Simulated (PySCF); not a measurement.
# TmF3(H2O): other functionals and bases at one geometry

Aim: see how levels, charges and forces of TmF3(H2O) depend on the level of theory. The structure is generated, not taken from experiment.

Program: PySCF 2.14.0. Level of theory: several levels, as the steps say, no spin–orbit coupling. These are calculated values, not measurements.

1 further run of the same task is left out (for a known fault of the program).

## 1. The starting structure

7 atoms, charge 0, spin multiplicity 1.

Bond lengths: Tm1–F2 1.996 Å, Tm1–F3 1.992 Å, Tm1–F4 1.996 Å, Tm1–O5 2.355 Å, O5–H6 0.966 Å, O5–H7 0.966 Å. Angles: F2–Tm1–F3 115.9°, F2–Tm1–F4 119.1°, F2–Tm1–O5 99.2°, F3–Tm1–F4 115.9°, F3–Tm1–O5 102.2°, F4–Tm1–O5 99.2°, Tm1–O5–H6 126.3°, Tm1–O5–H7 126.3°, H6–O5–H7 107.3°.

Geometry (Å):

```mol
F3H2OTm
  3D, bonds by distance, orders not assigned

  7  6  0  0  0  0  0  0  0  0999 V2000
    0.0770   -0.0793    0.0793 Tm  0  0
    1.0479    1.3384    1.0949 F   0  0
   -1.2834   -1.1084    1.1084 F   0  0
    1.0479   -1.0949   -1.3384 F   0  0
   -1.2629    1.2897   -1.2897 O   0  0
   -1.6018    2.1656   -1.0658 H   0  0
   -1.6018    1.0658   -2.1656 H   0  0
  1  2  8  0
  1  3  8  0
  1  4  8  0
  1  5  8  0
  5  6  8  0
  5  7  8  0
M  END
```

Formal oxidation states: Tm +3. Each metal's 12 4f electrons lie in its core potential, so multiplicities, spins and levels count the valence alone. An earlier session relaxed this geometry at PBE0, Tm lcecp-1-SVP with ECP58, F def2-SVP, O def2-SVP, H def2-SVP (singlet, point group Cs).

At PBE0 on the finer grid: E = -414.412740 Eh, HOMO -9.60 eV, LUMO -1.11 eV, Mulliken charge on Tm1 +1.18 e, largest force component 0.020 eV/Å. 

Levels to run: r2SCAN; BP86; PBE0, TZVP. Hardware: 2 threads of Arm Neoverse V1, shared host.

## 2. r2SCAN

Input file run.py (the lines that set the calculation):

```python
mol = gto.M(atom='''
Tm     0.07698    -0.07934     0.07934
F      1.04789     1.33843     1.09491
F     -1.28337    -1.10838     1.10838
F      1.04789    -1.09491    -1.33843
O     -1.26288     1.28973    -1.28973
H     -1.60178     2.16563    -1.06579
H     -1.60178     1.06579    -2.16563''',
    basis={'Tm': 'lcecp-1-SVP', 'F': 'def2-SVP', 'O': 'def2-SVP', 'H': 'def2-SVP'},
    ecp={'Tm': 'lcecp-1-SVP'},
    charge=0, spin=0)
mf = dft.RKS(mol, xc='R2SCAN')
mf.grids.atom_grid = (75, 302)  # f atoms: unpruned, at least (60, 302)
mf = mf.density_fit()  # fitting sets: Tm AutoAux, F def2-universal-JKFIT, O def2-universal-JKFIT, H def2-universal-JKFIT
mf.conv_tol = 1e-08; mf.max_cycle = 55
mf.kernel(dm0)  # dm0: the density of the relaxed state
```

On the command line:

```sh
$ OMP_NUM_THREADS=2 python run.py
```

Output:

```text
init E= -414.641199882088
  HOMO = -0.296249088379977  LUMO = -0.0463747171965068  gap/eV = 6.79943
cycle= 1 E= -414.642023829961  delta_E= -0.000824  |g|= 0.0231  |ddm|= 0.0942
  HOMO = -0.298267863702711  LUMO = -0.04417357226896  gap/eV = 6.91426
cycle= 2 E= -414.641801898936  delta_E= 0.000222  |g|= 0.0426  |ddm|= 0.0617
  HOMO = -0.295608614901179  LUMO = -0.044960740853984  gap/eV = 6.82048
cycle= 3 E= -414.642155501826  delta_E= -0.000354  |g|= 0.00517  |ddm|= 0.0329
  HOMO = -0.296400085264443  LUMO = -0.0452448541744204  gap/eV = 6.83428
cycle= 4 E= -414.642160260589  delta_E= -4.76e-06  |g|= 0.000615  |ddm|= 0.00495
  HOMO = -0.296377031913572  LUMO = -0.0452287759220908  gap/eV = 6.83409
cycle= 5 E= -414.642160321899  delta_E= -6.13e-08  |g|= 0.000204  |ddm|= 0.000493
  HOMO = -0.296370157056563  LUMO = -0.0452341707015513  gap/eV = 6.83376
cycle= 6 E= -414.642160329523  delta_E= -7.62e-09  |g|= 2.04e-05  |ddm|= 0.000134
  HOMO = -0.296371148957132  LUMO = -0.0452318662460627  gap/eV = 6.83385
Extra cycle  E= -414.642160329463  delta_E= 6.03e-11  |g|= 2.78e-05  |ddm|= 3.47e-05
converged SCF energy = -414.642160329463
```

Wall time 7 s (2 threads of Arm Neoverse V1, shared host).

Result: E = -414.642160 Eh, HOMO -8.06 eV, LUMO -1.23 eV, Mulliken charge on Tm1 +1.14 e, largest force component 0.113 eV/Å. 

## 3. BP86

run.py (the lines that set the calculation), as its differences from that of step 2:

```diff
@@ -11,3 +11,3 @@
     charge=0, spin=0)
-mf = dft.RKS(mol, xc='R2SCAN')
+mf = dft.RKS(mol, xc='B88,P86')
 mf.grids.atom_grid = (75, 302)  # f atoms: unpruned, at least (60, 302)
```

On the command line:

```sh
$ OMP_NUM_THREADS=2 python run.py
```

Output:

```text
init E= -414.835089697521
  HOMO = -0.274007699942064  LUMO = -0.0672233249908061  gap/eV = 5.62689
cycle= 1 E= -414.835038000589  delta_E= 5.17e-05  |g|= 0.151  |ddm|= 0.315
  HOMO = -0.305155092964562  LUMO = -0.0633890628989633  gap/eV = 6.57879
cycle= 2 E= -414.816819755102  delta_E= 0.0182  |g|= 0.355  |ddm|= 0.375
  HOMO = -0.282280186406015  LUMO = -0.0654776683829503  gap/eV = 5.89950
cycle= 3 E= -414.839605062412  delta_E= -0.0228  |g|= 0.0155  |ddm|= 0.237
  HOMO = -0.28322540785617  LUMO = -0.0660441256372764  gap/eV = 5.90980
cycle= 4 E= -414.839669701642  delta_E= -6.46e-05  |g|= 0.00382  |ddm|= 0.0204
  HOMO = -0.283128621630226  LUMO = -0.06624036964174  gap/eV = 5.90183
cycle= 5 E= -414.839671889196  delta_E= -2.19e-06  |g|= 0.0015  |ddm|= 0.00317
  HOMO = -0.283058451134365  LUMO = -0.0662084168511683  gap/eV = 5.90079
cycle= 6 E= -414.839672287192  delta_E= -3.98e-07  |g|= 0.000164  |ddm|= 0.000955
  HOMO = -0.283061768424303  LUMO = -0.0662037066451369  gap/eV = 5.90101
cycle= 7 E= -414.839672290307  delta_E= -3.11e-09  |g|= 0.000104  |ddm|= 0.000134
  HOMO = -0.283066988582665  LUMO = -0.0662025980864591  gap/eV = 5.90118
cycle= 8 E= -414.839672292183  delta_E= -1.88e-09  |g|= 1.93e-05  |ddm|= 6.99e-05
  HOMO = -0.283069992673177  LUMO = -0.066202246310425  gap/eV = 5.90127
Extra cycle  E= -414.839672291907  delta_E= 2.76e-10  |g|= 4.39e-05  |ddm|= 4.29e-05
converged SCF energy = -414.839672291907
```

Wall time 5.6 s (2 threads of Arm Neoverse V1, shared host).

Result: E = -414.839672 Eh, HOMO -7.70 eV, LUMO -1.80 eV, Mulliken charge on Tm1 +0.96 e, largest force component 0.508 eV/Å. 

## 4. PBE0, TZVP

Basis: Tm lcecp-1-TZVP with ECP58, F def2-TZVP, O def2-TZVP, H def2-TZVP. 

Input file run.py (the lines that set the calculation):

```python
mol = gto.M(atom='''
Tm     0.07698    -0.07934     0.07934
F      1.04789     1.33843     1.09491
F     -1.28337    -1.10838     1.10838
F      1.04789    -1.09491    -1.33843
O     -1.26288     1.28973    -1.28973
H     -1.60178     2.16563    -1.06579
H     -1.60178     1.06579    -2.16563''',
    basis={'Tm': 'lcecp-1-TZVP', 'F': 'def2-TZVP', 'O': 'def2-TZVP', 'H': 'def2-TZVP'},
    ecp={'Tm': 'lcecp-1-TZVP'},
    charge=0, spin=0)
mf = dft.RKS(mol, xc='PBE0')
mf.grids.atom_grid = (75, 302)  # f atoms: unpruned, at least (60, 302)
mf = mf.density_fit()  # fitting sets: Tm AutoAux, F def2-universal-JKFIT, O def2-universal-JKFIT, H def2-universal-JKFIT
mf.conv_tol = 1e-08; mf.max_cycle = 55
mf.kernel(dm0)  # dm0: free metal ions and neutral atoms
```

On the command line:

```sh
$ OMP_NUM_THREADS=2 python run.py
```

Output:

```text
init E= -419.776840972226
  HOMO = -0.357250172166609  LUMO = -0.0759773199352978  gap/eV = 7.65382
cycle= 1 E= -414.843280700633  delta_E= 4.93  |g|= 0.478  |ddm|= 2.12
  HOMO = -0.330496844591717  LUMO = -0.0719479773694189  gap/eV = 7.03547
cycle= 2 E= -414.865620692255  delta_E= -0.0223  |g|= 0.201  |ddm|= 0.392
  HOMO = -0.374454375773776  LUMO = -0.0498884828457236  gap/eV = 8.83189
cycle= 3 E= -414.866320638213  delta_E= -0.0007  |g|= 0.205  |ddm|= 0.176
  HOMO = -0.358457468768573  LUMO = -0.051785933737321  gap/eV = 8.34496
cycle= 4 E= -414.872343551493  delta_E= -0.00602  |g|= 0.0228  |ddm|= 0.0907
  HOMO = -0.360120188385596  LUMO = -0.0518164722164585  gap/eV = 8.38937
cycle= 5 E= -414.872418904296  delta_E= -7.54e-05  |g|= 0.00641  |ddm|= 0.0125
  HOMO = -0.359872556732401  LUMO = -0.0516932336796856  gap/eV = 8.38599
cycle= 6 E= -414.872425391118  delta_E= -6.49e-06  |g|= 0.000971  |ddm|= 0.00315
  HOMO = -0.35994348484235  LUMO = -0.0517131519205023  gap/eV = 8.38737
cycle= 7 E= -414.872425549893  delta_E= -1.59e-07  |g|= 0.000158  |ddm|= 0.000664
  HOMO = -0.359927193762147  LUMO = -0.0517030428649363  gap/eV = 8.38721
cycle= 8 E= -414.872425555696  delta_E= -5.8e-09  |g|= 2.05e-05  |ddm|= 0.000209
  HOMO = -0.359929403606405  LUMO = -0.0517034532884892  gap/eV = 8.38726
Extra cycle  E= -414.872425555621  delta_E= 7.53e-11  |g|= 3.23e-05  |ddm|= 2.52e-05
converged SCF energy = -414.872425555621
```

It took 13 s on 2 threads of Arm Neoverse V1, shared host.

Result: E = -414.872426 Eh, HOMO -9.79 eV, LUMO -1.41 eV, Mulliken charge on Tm1 +1.64 e, largest force component 0.219 eV/Å. 

## 5. Results

| level | state | HOMO (eV) | gap (eV) | charge on Tm1 (e) | dipole (D) | largest force (eV/Å) | basis functions | time |
| --- | --- | --- | --- | --- | --- | --- | --- | --- |
| PBE0 (relaxed here) | singlet | -9.60 | 8.49 | 1.18 | 6.69 | 0.02 | 99 | 13 s |
| r2SCAN | singlet | -8.06 | 6.83 | 1.14 | 6.63 | 0.11 | 99 | 7 s |
| BP86 | singlet | -7.70 | 5.90 | 0.96 | 6.53 | 0.51 | 99 | 5.6 s |
| PBE0, TZVP | singlet | -9.79 | 8.39 | 1.64 | 6.70 | 0.22 | 183 | 13 s |

Times are on 2 threads of Arm Neoverse V1, shared host; the first row also made further properties.

In one basis the HOMO–LUMO gap runs from 5.90 eV (BP86) to 8.49 eV (PBE0). The largest leftover force, 0.51 eV/Å with BP86, stands at a geometry relaxed at another level. The Mulliken charge on Tm spans +0.96 to +1.64 e over the levels. With 4f in the core, its levels are missing from HOMO and gap. Total energies of different levels can't be compared. Spin–orbit coupling is left out throughout.
